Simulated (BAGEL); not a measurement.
# Si2H5OF (SMILES O[SiH](F)[SiH3]): a chain of runs

We compute the energy (HF/def2-SVP), then the energy (NEVPT2(2,2)/def2-SVP), then a single-point energy (CASPT2(2,2)/def2-SVP) of Si2H5OF. 

The results are computed with BAGEL 1.2.2.

1 further run of the same task is left out (set aside as unsound or not needed).

### 1 Starting point

The species is Si2H5OF (9 atoms), meant as a singlet with charge 0. As SMILES, `O[SiH](F)[SiH3]`. One bond was lengthened or shortened from a relaxed shape.

Bond lengths: O1–Si2 1.636 Å, Si2–F3 1.603 Å, Si2–Si4 2.339 Å, O1–H5 1.103 Å, Si2–H6 1.488 Å, Si4–H7 1.487 Å, Si4–H8 1.487 Å, Si4–H9 1.486 Å. Some angles: O1–Si2–F3 110.2°, O1–Si2–Si4 106.9°, F3–Si2–Si4 109.3°, O1–Si2–H6 110.6°, F3–Si2–H6 105.0°, Si4–Si2–H6 114.9°, Si2–O1–H5 118.9°, Si2–Si4–H7 109.6°, Si2–Si4–H8 109.5°, Si2–Si4–H9 110.3°.

### 2 A single-point energy at HF/def2-SVP (density fitting with svp-jkfit) (run 1)

Contents of input.json:

```json
{ "bagel" : [

{
  "title" : "molecule",
  "basis" : "svp",
  "df_basis" : "svp-jkfit",
  "geometry" : [
    { "atom" : "O", "xyz" : [    -0.55526201,    -1.04237104,     3.17831714 ] },
    { "atom" : "Si", "xyz" : [    -1.38485178,    -0.19161634,     0.32407480 ] },
    { "atom" : "F", "xyz" : [    -3.16894221,     2.25444516,     0.44067090 ] },
    { "atom" : "Si", "xyz" : [     2.33129465,     0.81315104,    -1.84797641 ] },
    { "atom" : "H", "xyz" : [    -1.98515729,    -1.90030859,     4.42762831 ] },
    { "atom" : "H", "xyz" : [    -2.95918261,    -2.18489946,    -0.88213738 ] },
    { "atom" : "H", "xyz" : [     1.69577975,     1.73817198,    -4.42461798 ] },
    { "atom" : "H", "xyz" : [     3.93132576,    -1.48532284,    -2.07890094 ] },
    { "atom" : "H", "xyz" : [     3.75388048,     2.80586724,    -0.47244476 ] }
  ]
},

{
  "title" : "hf"
},

{
  "title" : "print",
  "file" : "orbitals.molden",
  "orbitals" : true
}

]}
```

Started as:

```bash
$ BAGEL_NUM_THREADS=1 BAGEL input.json > input.out
```

Standard output:

```text
* using 1 threads per process

  ===============================================================
  ===============================================================

  *** Geometry ***

  { "atom" : "O", "xyz" : [     -0.555262,     -1.042371,      3.178317 ] },
  { "atom" : "Si", "xyz" : [     -1.384852,     -0.191616,      0.324075 ] },
  { "atom" : "F", "xyz" : [     -3.168942,      2.254445,      0.440671 ] },
  { "atom" : "Si", "xyz" : [      2.331295,      0.813151,     -1.847976 ] },
  { "atom" : "H", "xyz" : [     -1.985157,     -1.900309,      4.427628 ] },
  { "atom" : "H", "xyz" : [     -2.959183,     -2.184899,     -0.882137 ] },
  { "atom" : "H", "xyz" : [      1.695780,      1.738172,     -4.424618 ] },
  { "atom" : "H", "xyz" : [      3.931326,     -1.485323,     -2.078901 ] },
  { "atom" : "H", "xyz" : [      3.753880,      2.805867,     -0.472445 ] },

  Number of auxiliary basis functions:      500

  Since a DF basis is specified, we compute 2- and 3-index integrals:
    o Being stored without compression. Storage requirement is 0.032 GB

  Number of basis functions:       89
  Number of electrons      :       50

    * METHOD: MOLECULE                             0.26

  *** RHF ***

  === Nuclear Repulsion ===
   226.9938134989

      * DIIS with orbital gradients will be used.

  === RHF iteration (svp) ===
      0       -754.58069682          0.01980734           0.09
      1       -754.73585708          0.01304455           0.09
      2       -754.82950499          0.00131757           0.09
      3       -754.83115637          0.00032227           0.09
      4       -754.83123101          0.00012536           0.08
      5       -754.83124279          0.00002212           0.09
      6       -754.83124349          0.00000537           0.08
      7       -754.83124353          0.00000120           0.08
      8       -754.83124353          0.00000035           0.09
      9       -754.83124353          0.00000010           0.09
     10       -754.83124353          0.00000003           0.09
     11       -754.83124353          0.00000001           0.09
     12       -754.83124353          0.00000000           0.08
    * SCF iteration converged.

    * Permanent dipole moment:
           (    0.210187,     0.676813,    -0.198359) a.u.

    * METHOD: HF                                   1.31

    * METHOD: PRINT                                0.02

  ===============================================================
```

Run time: 1.7 s. Hardware: 1 thread of Arm Neoverse V1, shared host; peak memory 0.15 GiB.

### 3 A single-point energy at NEVPT2(2,2)/def2-SVP (density fitting with svp-jkfit) (run 2)

Contents of calc.json:

```json
{ "bagel": [

{
  "title": "molecule",
  "basis": "svp",
  "df_basis": "svp-jkfit",
  "angstrom": false,
  "geometry": [
    { "atom": "O", "xyz": [    -0.55526201,    -1.04237104,     3.17831714 ] },
    { "atom": "Si", "xyz": [    -1.38485178,    -0.19161634,     0.32407480 ] },
    { "atom": "F", "xyz": [    -3.16894221,     2.25444516,     0.44067090 ] },
    { "atom": "Si", "xyz": [     2.33129465,     0.81315104,    -1.84797641 ] },
    { "atom": "H", "xyz": [    -1.98515729,    -1.90030859,     4.42762831 ] },
    { "atom": "H", "xyz": [    -2.95918261,    -2.18489946,    -0.88213738 ] },
    { "atom": "H", "xyz": [     1.69577975,     1.73817198,    -4.42461798 ] },
    { "atom": "H", "xyz": [     3.93132576,    -1.48532284,    -2.07890094 ] },
    { "atom": "H", "xyz": [     3.75388048,     2.80586724,    -0.47244476 ] }
  ]
},

{ "title": "hf" },

{ "title": "casscf", "nstate": 1, "nact": 2, "nclosed": 24, "active": [17, 26], "maxiter": 200, "natocc": true },

{ "title": "nevpt2", "nstate": 1, "nact": 2, "nclosed": 24, "active": [17, 26], "maxiter": 200, "natocc": true, "ncore": 12 },

{ "title": "print", "file": "orbitals.molden", "orbitals": true }

]}
```

Started as:

```bash
$ BAGEL_NUM_THREADS=1 BAGEL calc.json > calc.out
```

Standard output:

```text
* using 1 threads per process

  ===============================================================
  ===============================================================

  *** Geometry ***

  { "atom" : "O", "xyz" : [     -0.555262,     -1.042371,      3.178317 ] },
  { "atom" : "Si", "xyz" : [     -1.384852,     -0.191616,      0.324075 ] },
  { "atom" : "F", "xyz" : [     -3.168942,      2.254445,      0.440671 ] },
  { "atom" : "Si", "xyz" : [      2.331295,      0.813151,     -1.847976 ] },
  { "atom" : "H", "xyz" : [     -1.985157,     -1.900309,      4.427628 ] },
  { "atom" : "H", "xyz" : [     -2.959183,     -2.184899,     -0.882137 ] },
  { "atom" : "H", "xyz" : [      1.695780,      1.738172,     -4.424618 ] },
  { "atom" : "H", "xyz" : [      3.931326,     -1.485323,     -2.078901 ] },
  { "atom" : "H", "xyz" : [      3.753880,      2.805867,     -0.472445 ] },

  Number of auxiliary basis functions:      500

  Since a DF basis is specified, we compute 2- and 3-index integrals:
    o Being stored without compression. Storage requirement is 0.032 GB

  Number of basis functions:       89
  Number of electrons      :       50

    * METHOD: MOLECULE                             0.26

  *** RHF ***

  === Nuclear Repulsion ===
   226.9938134989

      * DIIS with orbital gradients will be used.

  === RHF iteration (svp) ===
      0       -754.58069682          0.01980734           0.09
      1       -754.73585708          0.01304455           0.09
      2       -754.82950499          0.00131757           0.09
      3       -754.83115637          0.00032227           0.09
      4       -754.83123101          0.00012536           0.09
      5       -754.83124279          0.00002212           0.09
      6       -754.83124349          0.00000537           0.09
      7       -754.83124353          0.00000120           0.09
      8       -754.83124353          0.00000035           0.09
      9       -754.83124353          0.00000010           0.09
     10       -754.83124353          0.00000003           0.09
     11       -754.83124353          0.00000001           0.09
     12       -754.83124353          0.00000000           0.09
    * SCF iteration converged.

    * Permanent dipole moment:
           (    0.210187,     0.676813,    -0.198359) a.u.

    * METHOD: HF                                   1.33

  ---------------------------
      CASSCF calculation
  ---------------------------

    ==== Active orbitals : =====
         Orbital 17
         Orbital 26
    ============================

    * nstate   :      1
    * nclosed  :     24
    * nact     :      2
    * nvirt    :     63
  === CASSCF iteration (svp) ===

    * Using the second-order algorithm

      0  0      -754.83142746     4.87e-05      0.03

      1  0      -754.83383350     4.15e-04      0.38

      2  0      -754.85422356     1.10e-03      0.40

      3  0      -754.85630703     3.35e-04      0.55

      4  0      -754.85638989     1.43e-04      0.53

      5  0      -754.85639579     5.59e-05      0.52

      6  0      -754.85639643     2.06e-05      0.54

      7  0      -754.85639650     7.38e-06      0.56

      8  0      -754.85639651     2.63e-06      0.55

      9  0      -754.85639652     9.33e-07      0.56

     10  0      -754.85639652     3.31e-07      0.52

     11  0      -754.85639652     1.17e-07      0.50

     12  0      -754.85639652     4.15e-08      0.44

     13  0      -754.85639652     1.47e-08      0.42

     14  0      -754.85639652     5.19e-09      0.39

    * Second-order optimization converged. *

     guess   0:   closed 1.                   open ..

  === FCI iteration ===

      0  0      -754.83069868     1.03e-01      0.00
      1  0      -754.85631626     4.50e-03      0.00
      2  0 *    -754.85639652     2.47e-15      0.00

     * ci vector, state   0, <S^2> = 0.0000
       2.     0.9922962529
       .2    -0.1238876363

    * METHOD: CASSCF                               7.10

    * freezing 12 orbitals

  === DF-NEVPT2 calculation ===

    * 3-index integral transformation done
    * assembly done

      NEVPT2 correlation energy:   -0.5487657423      0.20

          (+0)     -0.4660872122
          (+0)'    -0.0366529159
          (+1)     -0.0059379866
          (+1)'    -0.0000000000
          (+2)     -0.0005036785
          (-1)     -0.0331965515
          (-1)'     0.0000000000
          (-2)     -0.0063873976

      NEVPT2 total energy:       -755.4051622577

    * METHOD: NEVPT2                               0.35

    * METHOD: PRINT                                0.02

  ===============================================================
```

Run time: 9.3 s. Hardware: 1 thread of Arm Neoverse V1, shared host; peak memory 0.15 GiB.

### 4 The energy at CASPT2(2,2)/def2-SVP (density fitting with svp-jkfit) (run 3)

Contents of caspt2.json:

```json
{ "bagel" : [

{
  "title" : "molecule",
  "basis" : "svp",
  "df_basis" : "svp-jkfit",
  "angstrom" : false,
  "geometry" : [
    { "atom" : "O", "xyz" : [ -0.55526201, -1.04237104,  3.17831714 ] },
    { "atom" : "Si", "xyz" : [ -1.38485178, -0.19161634,  0.32407480 ] },
    { "atom" : "F", "xyz" : [ -3.16894221,  2.25444516,  0.44067090 ] },
    { "atom" : "Si", "xyz" : [  2.33129465,  0.81315104, -1.84797641 ] },
    { "atom" : "H", "xyz" : [ -1.98515729, -1.90030859,  4.42762831 ] },
    { "atom" : "H", "xyz" : [ -2.95918261, -2.18489946, -0.88213738 ] },
    { "atom" : "H", "xyz" : [  1.69577975,  1.73817198, -4.42461798 ] },
    { "atom" : "H", "xyz" : [  3.93132576, -1.48532284, -2.07890094 ] },
    { "atom" : "H", "xyz" : [  3.75388048,  2.80586724, -0.47244476 ] }
  ]
},
{
  "title" : "hf"
},
{
  "title" : "casscf",
  "nstate" : 1,
  "nact" : 2,
  "nclosed" : 24,
  "active" : [17, 26],
  "maxiter" : 200,
  "natocc" : true
},
{
  "title" : "print",
  "file" : "orbitals.molden",
  "orbitals" : true
},
{
  "title" : "smith",
  "method" : "caspt2",
  "ms" : true,
  "xms" : true,
  "sssr" : true,
  "shift" : 0.2,
  "shift_imag" : true,
  "ncore" : 12
}

]}
```

Started as:

```bash
$ BAGEL_NUM_THREADS=1 BAGEL caspt2.json > caspt2.out
```

Standard output:

```text
* using 1 threads per process

  ===============================================================
  ===============================================================

  *** Geometry ***

  { "atom" : "O", "xyz" : [     -0.555262,     -1.042371,      3.178317 ] },
  { "atom" : "Si", "xyz" : [     -1.384852,     -0.191616,      0.324075 ] },
  { "atom" : "F", "xyz" : [     -3.168942,      2.254445,      0.440671 ] },
  { "atom" : "Si", "xyz" : [      2.331295,      0.813151,     -1.847976 ] },
  { "atom" : "H", "xyz" : [     -1.985157,     -1.900309,      4.427628 ] },
  { "atom" : "H", "xyz" : [     -2.959183,     -2.184899,     -0.882137 ] },
  { "atom" : "H", "xyz" : [      1.695780,      1.738172,     -4.424618 ] },
  { "atom" : "H", "xyz" : [      3.931326,     -1.485323,     -2.078901 ] },
  { "atom" : "H", "xyz" : [      3.753880,      2.805867,     -0.472445 ] },

  Number of auxiliary basis functions:      500

  Since a DF basis is specified, we compute 2- and 3-index integrals:
    o Being stored without compression. Storage requirement is 0.032 GB

  Number of basis functions:       89
  Number of electrons      :       50

    * METHOD: MOLECULE                             0.26

  *** RHF ***

  === Nuclear Repulsion ===
   226.9938134989

      * DIIS with orbital gradients will be used.

  === RHF iteration (svp) ===
      0       -754.58069682          0.01980734           0.08
      1       -754.73585708          0.01304455           0.08
      2       -754.82950499          0.00131757           0.08
      3       -754.83115637          0.00032227           0.09
      4       -754.83123101          0.00012536           0.08
      5       -754.83124279          0.00002212           0.08
      6       -754.83124349          0.00000537           0.08
      7       -754.83124353          0.00000120           0.08
      8       -754.83124353          0.00000035           0.08
      9       -754.83124353          0.00000010           0.09
     10       -754.83124353          0.00000003           0.09
     11       -754.83124353          0.00000001           0.09
     12       -754.83124353          0.00000000           0.09
    * SCF iteration converged.

    * Permanent dipole moment:
           (    0.210187,     0.676813,    -0.198359) a.u.

    * METHOD: HF                                   1.30

  ---------------------------
      CASSCF calculation
  ---------------------------

    ==== Active orbitals : =====
         Orbital 17
         Orbital 26
    ============================

    * nstate   :      1
    * nclosed  :     24
    * nact     :      2
    * nvirt    :     63
  === CASSCF iteration (svp) ===

    * Using the second-order algorithm

      0  0      -754.83142746     4.87e-05      0.02

      1  0      -754.83383350     4.15e-04      0.37

      2  0      -754.85422356     1.10e-03      0.39

      3  0      -754.85630703     3.35e-04      0.55

      4  0      -754.85638989     1.43e-04      0.54

      5  0      -754.85639579     5.59e-05      0.54

      6  0      -754.85639643     2.06e-05      0.55

      7  0      -754.85639650     7.38e-06      0.56

      8  0      -754.85639651     2.63e-06      0.55

      9  0      -754.85639652     9.33e-07      0.57

     10  0      -754.85639652     3.31e-07      0.52

     11  0      -754.85639652     1.17e-07      0.50

     12  0      -754.85639652     4.15e-08      0.45

     13  0      -754.85639652     1.47e-08      0.44

     14  0      -754.85639652     5.19e-09      0.39

    * Second-order optimization converged. *

     guess   0:   closed 1.                   open ..

  === FCI iteration ===

      0  0      -754.83069868     1.03e-01      0.00
      1  0      -754.85631626     4.50e-03      0.00
      2  0 *    -754.85639652     2.47e-15      0.00

     * ci vector, state   0, <S^2> = 0.0000
       2.     0.9922962529
       .2    -0.1238876363

    * METHOD: CASSCF                               7.16

    * METHOD: PRINT                                0.02

  === SMITH program ===

    * freezing 12 orbitals

    * Approximate memory requirement for SMITH calulation per MPI process:
      o Storage requirement for T-amplitude, lambda, and residual is 0.02 GB
      o Storage requirement for MO integrals is 0.01 GB
    * Calculating and saving rdm4f

    * Zeroth order energy : state  0       -1.4256838319

    * CASPT2 iteration is performed using orthogonal basis

      -------------------------------------------  CASPT2 iteration  ---------------------------------------------------
       #      aibj      arbs      arbi      airj      risj      airs      arst      rist         Etot      error   time
      ------------------------------------------------------------------------------------------------------------------

       0  -0.46490  -0.00747  -0.03326  -0.00609  -0.00064  -0.03198  -0.00000  -0.00000   -0.5443392  0.0021868   0.11
       1  -0.46521  -0.00753  -0.03351  -0.00621  -0.00070  -0.03283  -0.00000  -0.00000   -0.5459946  0.0003777   0.09
       2  -0.46525  -0.00754  -0.03344  -0.00622  -0.00070  -0.03291  -0.00000  -0.00000   -0.5460638  0.0000857   0.09
       3  -0.46525  -0.00754  -0.03344  -0.00621  -0.00071  -0.03292  -0.00000  -0.00000   -0.5460665  0.0000205   0.10
       4  -0.46525  -0.00754  -0.03344  -0.00621  -0.00071  -0.03292   0.00000  -0.00000   -0.5460667  0.0000051   0.11
       5  -0.46525  -0.00754  -0.03344  -0.00621  -0.00071  -0.03292   0.00000  -0.00000   -0.5460667  0.0000012   0.10
       6  -0.46525  -0.00754  -0.03344  -0.00621  -0.00071  -0.03292   0.00000  -0.00000   -0.5460667  0.0000003   0.10

      ------------------------------------------------------------------------------------------------------------------

    * CASPT2 energy : state  0     -755.4048666079
        w/o shift correction       -755.4024632613
        reference weight              0.8609485921

    * METHOD: SMITH                                0.99

  ===============================================================
```

Wall time 9.9 s (1 thread of Arm Neoverse V1, shared host); peak memory 0.23 GiB.

### 5 Results

| quantity | value |
| --- | --- |
| run 1, HF/def2-SVP: total energy | -754.83124 Eh |
| run 1, HF/def2-SVP: dipole moment | 1.87 D |
| run 1, HF/def2-SVP: HOMO energy | -11.18 eV |
| run 1, HF/def2-SVP: LUMO energy | 3.25 eV |
| run 1, HF/def2-SVP: HOMO–LUMO gap | 14.43 eV |
| run 2, NEVPT2(2,2)/def2-SVP: total energy | -755.40516 Eh |
| run 3, CASPT2(2,2)/def2-SVP: total energy | -755.40487 Eh |
